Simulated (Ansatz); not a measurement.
# TiCH₃+ (triplet): wave-function methods side by side, def2-SVP

An exercise on one series of results from a longer session: the logs are not shown, and one member is left open.

Method: def2-SVP, core rule «outside noble gas», up to 10 orbitals frozen; program: Ansatz 0.2.0, Gaussian basis.

Plan: UHF; CCSD(T) on ROHF; CCSD(T) on UHF; CISD as a restricted active space (open shells left free, so some higher excitations enter); CCSDT(Q) on ROHF; CCSDT(Q) on UHF; CASSCF and NEVPT2, 10 electrons in 10 orbitals.

26 further runs of the same task are left out: 9 that didn't finish, 17 set aside as unsound or not needed. Runs told in other sessions of the task aren't counted.

### The system

The geometry is a PBE0/def2-TZVP stationary point (not a proven minimum) of the parent state, kept for this charge and spin.

5 atoms, charge 1, spin multiplicity 3.

Atoms are counted from 1 here; the program's logs count them from 0.

Bond lengths: Ti1–C2 2.062 Å, C2–H3 1.097 Å, C2–H4 1.096 Å, C2–H5 1.097 Å. Angles: Ti1–C2–H3 109.2°, Ti1–C2–H4 110.8°, Ti1–C2–H5 109.2°, H3–C2–H4 109.3°, H3–C2–H5 109.0°, H4–C2–H5 109.3°.

Coordinates:

```
Ti    0.00000    0.00012    0.51074
C     0.00000    0.00137   -1.55168
H    -0.89308   -0.52376   -1.91212
H     0.00002    1.02557   -1.94060
H     0.89307   -0.52379   -1.91212
```

Set-up of the first run:

The input, in.yaml:

```yaml
crystal:
  periodic: [false, false, false]
  atoms:
    - {symbol: Ti, position_ang: [0.000000, 0.000119, 0.510737]}
    - {symbol: C, position_ang: [0.000001, 0.001372, -1.551684]}
    - {symbol: H, position_ang: [-0.893080, -0.523764, -1.912121]}
    - {symbol: H, position_ang: [0.000017, 1.025571, -1.940604]}
    - {symbol: H, position_ang: [0.893066, -0.523791, -1.912120]}
basis:
  gaussian: {orbitals: def2-SVP}
total_charge: 1
magnetization: {spin_polarized: true, initial_magnetization: 2}
hamiltonian: {xc: hf}
output: {orbitals: {seedname: orbitals}}
```

Command:

```bash
$ ansatz run in.yaml --threads 1 --pin off --events-out ev --progress --plain --max-ram 2393MiB
```

Among the steps run: UHF; CCSD(T) on ROHF; CCSD(T) on UHF; CISD as a restricted active space (open shells left free, so some higher excitations enter); CCSDT(Q) on ROHF; CCSDT(Q) on UHF; CASSCF and NEVPT2, 10 electrons in 10 orbitals.

One of the session's tables, all rows but one given; the rest of the session is left out.

```
         method  from RCCSDT(Q) (kJ/mol)
           ROHF                   +554.5
            UHF                   +545.8
           RMP2                    +81.7
           UMP2                    +74.7
           CISD                    +51.8
          RCCSD                    +20.6
          UCCSD                    +14.3
       RCCSD(T)                     +4.0
       UCCSD(T)                     -2.0
         RCCSDT                     +1.0
         UCCSDT                        ?
      RCCSDT(Q)                        0
      UCCSDT(Q)                     -5.5
CASSCF frontier                   +327.6
NEVPT2 frontier                    +91.6
```

**Question.** Estimate the row for UCCSDT.

As computed: from RCCSDT(Q) (kJ/mol): -4.5. In the column «from RCCSDT(Q) (kJ/mol)» it lies between UCCSDT(Q) (-5.5) and UCCSD(T) (-2.0).

To keep in mind: Restricted and unrestricted rows rest on different reference determinants; a gap between their highest levels can come from leftover correlation error, from unlike frozen cores or from another state.
